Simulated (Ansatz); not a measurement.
**CH2Ge+ (doublet): wave-function methods side by side, cc-pVDZ**

One table from this session's results is given with a row withheld; the runs are named, their logs left out.

The runs use Ansatz 0.2.0, Gaussian basis; cc-pVDZ, core rule «outside noble gas», up to 15 orbitals frozen.

The runs, in order: UHF; CCSD(T) on ROHF; CCSD(T) on UHF; BCCD(T) on ROHF; CISD; CCSDT(Q) on ROHF; CCSDT(Q) on UHF; CCSDTQ on ROHF; CASSCF and MRCISD+Q, 9 electrons in 10 orbitals; CASSCF and NEVPT2, 9 electrons in 10 orbitals.

4 further runs of the same task are left out: 4 set aside as unsound or not needed.

### The geometry

The geometry is a PBE0/def2-TZVP stationary point (not a proven minimum) of the parent state, kept for this charge and spin. No spin-orbit coupling is included. The filled d shell of Ge may be among the frozen orbitals whatever the setting's name suggests; the logs give the count.

4 atoms, charge 1, spin multiplicity 2.

Atoms are counted from 1 here; the program's logs count them from 0.

Bond lengths: Ge1–C2 1.701 Å, Ge1–H3 1.526 Å, C2–H4 1.081 Å. Angles: C2–Ge1–H3 129.6°, Ge1–C2–H4 146.3°.

The first run:

File in.yaml:

```yaml
crystal:
  periodic: [false, false, false]
  atoms:
    - {symbol: Ge, position_ang: [0.000000, -0.042396, 0.251137]}
    - {symbol: C, position_ang: [0.000000, 0.196479, -1.432580]}
    - {symbol: H, position_ang: [0.000000, 0.984283, 1.379496]}
    - {symbol: H, position_ang: [0.000000, -0.270164, -2.407607]}
basis:
  gaussian: {orbitals: cc-pVDZ}
total_charge: 1
magnetization: {spin_polarized: true, initial_magnetization: 1}
hamiltonian: {xc: hf}
output: {orbitals: {seedname: orbitals}}
```

The run is started by

```sh
$ ansatz run in.yaml --threads 1 --pin off --events-out ev --progress --plain --max-ram 2816MiB --backend cpu
```

Steps of the session up to this table: UHF; CCSD(T) on ROHF; CCSD(T) on UHF; BCCD(T) on ROHF; CISD; CCSDT(Q) on ROHF; CCSDT(Q) on UHF; CCSDTQ on ROHF; CASSCF and MRCISD+Q, 9 electrons in 10 orbitals; CASSCF and NEVPT2, 9 electrons in 10 orbitals.

One table of the session follows, with a row left open; its other results are not shown here.

| method | from RCCSDTQ (meV) |
| --- | --- |
| ROHF | +6269.9 |
| UHF | +5434.2 |
| RMP2 | +1249.3 |
| UMP2 | +1572.4 |
| RCCSD | +335.3 |
| UCCSD | +354.4 |
| RCCSD(T) | +63.2 |
| UCCSD(T) | ? |
| BCCD(T) | +71.6 |
| RCCSDT | +25.3 |
| UCCSDT | +27.7 |
| RCCSDT(Q) | -0.2 |
| UCCSDT(Q) | -0.8 |
| RCCSDTQ | 0 |
| CASSCF valence | +2843.3 |
| NEVPT2 valence | +669.4 |
| MRCISD valence | +134.7 |
| MRCISD+Q valence | +7.8 |

Q: Estimate the row for UCCSD(T) from the others.

The run gave: from RCCSDTQ (meV): +125.6. In the column «from RCCSDTQ (meV)» it lies between BCCD(T) (+71.6) and MRCISD valence (+134.7).

Some runs used a GPU and others CPU threads alone; cost is compared among the CPU runs only.

Among the levels timed on like hardware, those that no quicker one beats, quickest first: RCCSD(T) (9.5 s, +63.2 meV); RCCSDT(Q) (26 s, -0.2 meV).

To keep in mind: The determinant is far from a pure spin state, so its energy mixes those of several spin states (harmless only where they are near-degenerate, as at dissociation). Of the multireference levels listed MRCISD+Q valence comes nearest in total energy (+7.8 meV), which doesn't show that its space is the better one. Restricted and unrestricted rows rest on different reference determinants; where their highest levels disagree by more than a few hundredths of an eV, they describe different states and don't form one ladder.
